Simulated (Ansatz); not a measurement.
# CaTi4: the cost of one run

Program: Ansatz 0.2.0. Level of theory: DFT PBE, scalar-relativistic, plane waves, PAW. These are calculated values, not measurements.

**1. The structure to begin with**

The structure is cubic, space group Im-3m (No. 229). Conventional cell: a = 5.414 Å, b = 5.414 Å, c = 5.414 Å, α = 90.00°, β = 90.00°, γ = 90.00°. Around Ca (site symmetry m-3m) lie 8 Ti at 2.34 Å. Ti (site symmetry -3m) is surrounded by 2 Ca at 2.34 Å.

Coordinates:

```
CELL_PARAMETERS angstrom
-2.70705 2.70705 2.70705
2.70705 -2.70705 2.70705
2.70705 2.70705 -2.70705
ATOMIC_POSITIONS crystal
Ca 0.00000 0.00000 0.00000
Ti 0.00000 0.00000 0.50000
Ti 0.00000 0.50000 0.00000
Ti 0.50000 0.00000 0.00000
Ti 0.50000 0.50000 0.50000
```

The cell is invented: species swapped into a database cell of MnGa4 (Im-3m, No. 229), with Ca on the Mn sites and Ti on the Ga sites. Lengths come from tabulated atomic sizes and are only a guess.

**2. The guess as it stands, on a coarse mesh**

Input file input.yaml:

```yaml
crystal:
  lattice:
    - [-2.70705266, 2.70705266, 2.70705266]
    - [2.70705266, -2.70705266, 2.70705266]
    - [2.70705266, 2.70705266, -2.70705266]
  atoms:
    - { symbol: Ca, position: [0.0, 0.0, 0.0] }
    - { symbol: Ti, position: [0.0, 0.0, 0.5] }
    - { symbol: Ti, position: [0.0, 0.5, 0.0] }
    - { symbol: Ti, position: [0.5, 0.0, 0.0] }
    - { symbol: Ti, position: [0.5, 0.5, 0.5] }
basis:
  ecutwfc: 420
kpoints:
  mp_grid: { grid: [4, 4, 4] }
hamiltonian:
  xc: pbe
scf:
  occupations: { method: gaussian, width: 0.1 }
  lower_state_search: "off"
output:
  forces: true
  stress: true
  eigenvalues: true
```

Run with:

```bash
> ansatz run input.yaml --threads 1 --pin off --max-ram 2048MiB --backend cpu --events-out ev --progress --plain --runs-dir out
```

**Question.** How long does this run take on 1 thread of Intel Xeon Platinum 8259CL at 2.50GHz (Skylake/Cascade Lake), shared host, and how much memory does it need?

About 2.5 s, with a peak of 0.47 GiB.
